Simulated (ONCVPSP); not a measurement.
**Cr: generating and testing an ONCV potential**

Task: generate the file, and judge it by its errors in other configurations, its logarithmic derivatives, its ghosts and its cutoff.

Program: ONCVPSP 4.0.1. Reference atom: BLYP, scalar-relativistic, spherical and spin-unpolarised. All values are calculated.

1 further run of the same task is left out (set aside as unsound or not needed).

**1. Settings**

The settings as typed:

```json
{
 "element": "chromium (Cr, Z = 24)",
 "type": "optimised norm-conserving Vanderbilt (ONCV)",
 "frozen core": "[Ar]",
 "valence charge": "6",
 "reference configuration": "3d5 4s0.5 (charge +0.5)",
 "partial waves": "4s: rc 2.65 bohr, ncon 4, nbas 7, qcut 2 1/bohr, 2 projectors, debl 1.6 Ha; p scattering state at 0.13 Ha: rc 2.20 bohr, ncon 4, nbas 7, qcut 4.1 1/bohr, 2 projectors, debl 0.4 Ha; 3d: rc 1.35 bohr, ncon 3, nbas 6, qcut 9.3 1/bohr, 2 projectors, debl 1.7 Ha",
 "local potential": "polynomial inside 1.25 bohr (lpopt 1, dvloc0 6 Ha)",
 "core correction": "Teter function, fcfact 2, rcfact 1.2"
}
```

An earlier all-electron run gives the scale for the radii.

All-electron outer shells of the reference configuration (BLYP, scalar-relativistic, ld1.x):

```csv
shell,level (eV),outermost node (bohr),outermost maximum (bohr)
3p,-48.65,0.33,0.80
4s,-6.93,1.12,2.64
3d,-6.20,–,0.84
4p,-3.40,1.24,3.52
```

**2. Generating the potential**

The input, Cr.dat:

```
# ATOM AND REFERENCE CONFIGURATION
# atsym  z   nc   nv     iexc    psfile
  Cr 24.00    5    2  -106131      upf
#
#   n    l    f
    1    0    2.00
    2    0    2.00
    2    1    6.00
    3    0    2.00
    3    1    6.00
    3    2    5.00
    4    0    0.50
#
# PSEUDOPOTENTIAL AND OPTIMIZATION
# lmax
    2
#
#   l,   rc,      ep,       ncon, nbas, qcut
    0    2.65    0.00    4    7    2.00
    1    2.20    0.13    4    7    4.10
    2    1.35    0.00    3    6    9.30
#
# LOCAL POTENTIAL
# lloc, lpopt,  rc(5),   dvloc0
    4    1    1.25    6.00
#
# VANDERBILT-KLEINMAN-BYLANDER PROJECTORs
# l, nproj, debl
    0    2    1.60
    1    2    0.40
    2    2    1.70
#
# MODEL CORE CHARGE
# icmod, fcfact, rcfact
    3    2.00    1.20
#
# LOG DERIVATIVE ANALYSIS
# epsh1, epsh2, depsh
   -2.00    5.00    0.02
#
# OUTPUT GRID
# rlmax, drl
    6.00    0.01
#
# TEST CONFIGURATIONS
# ncnf
    4
# nvcnf
#   n    l    f
    2
    3    2    5.00
    4    0    1.00
#
    2
    3    2    5.00
    4    0    0.00
#
    2
    3    2    4.00
    4    0    0.00
#
    2
    3    2    3.00
    4    0    0.00
#
```

Launch:

```sh
oncvpsp.x < Cr.dat > Cr.out
```

Before running it: what results should come out? Wanted: cutoffs for 1 and 0.1 mHa per electron, occupied waves; bound ghosts; GHOST(+) flags; largest test error; largest phase difference near zero energy, channels read; rms error of d²Exc/dn², without and with the model core.

As calculated:

| quantity | value |
| --- | --- |
| cutoffs for 1 and 0.1 mHa per electron, occupied waves | 38 Ha and 48 Ha |
| bound ghosts | p at -38.58 eV |
| GHOST(+) flags | s at 67 eV |
| largest test error (AE − PS) | -307 meV, for 3d3 4s0 |
| largest phase difference near zero energy, channels read | 0.002 rad |
| rms error of d²Exc/dn², without and with the model core | 11.76 and 9.50 mHa |

In words: A bound ghost (p) makes it unfit for use: electrons can fall into a state that the atom doesn't have. The worst unpolarised test, 3d3 4s0, is off by 307 meV on 51.1 eV; by total energies transferability rates as poor. That test lies far up in energy; among those under 40 eV, nearer to bonding, the largest error is 3.6 meV. It counts as hard, with 38 Ha needed at the looser tolerance. At the looser tolerance the 3d wave is the slowest; 4s needs 7 Ha. Near zero energy the phases of the channels with partial waves agree within 0.002 rad. The program also flags highly localised states, GHOST(+) (s).
